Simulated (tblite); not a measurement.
# B3Cs2H8N6O3P: the cost of one run

Programs: tblite 0.8.0 and PySCF 2.14.0. All values are calculated, for the isolated system unless a continuum is named. Atoms count from 0, parts from 1.

## 1. The system as given

23 atoms, charge 0, multiplicity 1; geometry: rigid parts in contact. Parts: 1 = atoms 0–20, `O=P12NB3N[B-](O)(N[B-](O)(N3)N1)N2`, charge -2; 2 = atom 21, `[Cs+]`, charge 1; 3 = atom 22, `[Cs+]`, charge 1.

## 2. Docking the parts with GFN2-xTB

The job: settings as JSON, then the geometry in Å.

```
{"job": {"kind": "dock", "xc": "GFN2-xTB", "basis": "xTB"}, "charge": 0, "multiplicity": 1, "parts": [{"atoms": "0-20", "charge": -2, "multiplicity": 1}, {"atoms": "21-21", "charge": 1, "multiplicity": 1}, {"atoms": "22-22", "charge": 1, "multiplicity": 1}]}
O      2.796740     0.936950    -1.788319
P      1.539495     0.539250    -1.063091
N      0.568341    -0.451540    -2.118198
B     -0.548584    -0.704693    -1.133639
N     -1.451286     0.386211    -0.980363
B     -0.770571     1.248031     0.109409
O     -1.550226     2.435388     0.468997
N     -0.372792     0.408557     1.324206
B      0.409576    -0.844096     0.963318
O      0.850267    -1.637055     2.121167
N     -0.345238    -1.686233    -0.124007
N      1.810273    -0.317462     0.312518
N      0.595097     1.786865    -0.586428
H      1.110516    -1.309357    -2.144289
H     -2.369947     0.134452    -0.651465
H     -1.699562     2.466065     1.411787
H     -1.195830     0.181360     1.875746
H      0.192468    -1.561813     2.804843
H      0.140080    -2.545723    -0.351218
H      2.447856    -1.091699     0.147475
H      0.341102     2.418959    -1.343275
Cs     1.881796     1.772003     1.960382
Cs     1.887532     0.985236    -4.113370
```

Level: GFN2-xTB search for minima from random contacts, gas phase.

Command:

```bash
$ OMP_NUM_THREADS=1 python cluster_run.py task.json out
```

This one command runs all jobs of the session in turn.

**Question.** How long does this first job take on 1 thread of Intel Xeon at 2.70GHz, shared host?

About 28 s.
